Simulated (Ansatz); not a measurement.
# Co (Co, simple cubic): the cost of one run

Computed with Ansatz 0.2.0 (DFT PBEsol, plane waves (420 eV) with PAW, scalar-relativistic; the PAW data stem from PBE, with regenerated cores, unless a step says otherwise).

## Step 1: The starting structure

Symmetry: Pm-3m, No. 221, cubic system. The conventional cell has a = 2.287 Å, b = 2.287 Å, c = 2.287 Å, α = 90.00°, β = 90.00°, γ = 90.00°. Co (site symmetry m-3m) has 6 Co at 2.29 Å as nearest neighbours.

As a file:

```
CELL_PARAMETERS angstrom
2.28685 0.00000 0.00000
0.00000 2.28685 0.00000
0.00000 0.00000 2.28685
ATOMIC_POSITIONS crystal
Co 0.00000 0.00000 0.00000
```

Starting moments (μB): +1.7.

## Step 2: Relaxation of the cell

The input, input.yaml:

```yaml
crystal:
  lattice:
    - [2.286848805, 0.0, 0.0]
    - [0.0, 2.286848805, 0.0]
    - [0.0, 0.0, 2.286848805]
  atoms:
    - { symbol: Co, position: [0.0, 0.0, 0.0], spin: 1.7 }
hamiltonian:
  xc: pbesol
  pseudopotentials:
    kind: paw
    azcp:
      Co: "pseudopotentials/Co.paw.azcp"
basis:
  ecutwfc: 420
  fft_grid_basis: typed
kpoints:
  mp_grid: { grid: [14, 14, 14], shift: [0, 0, 0] }
magnetization:
  spin_polarized: true
scf:
  occupations: { method: fermi_dirac, width: 0.05 }
relax:
  max_steps: 60
  f_tol: 0.01
  cell: {}
```

What time and memory should one allow on 2 threads of Arm Neoverse V2, shared host?

About 5.8 s, with a peak of 0.32 GiB.
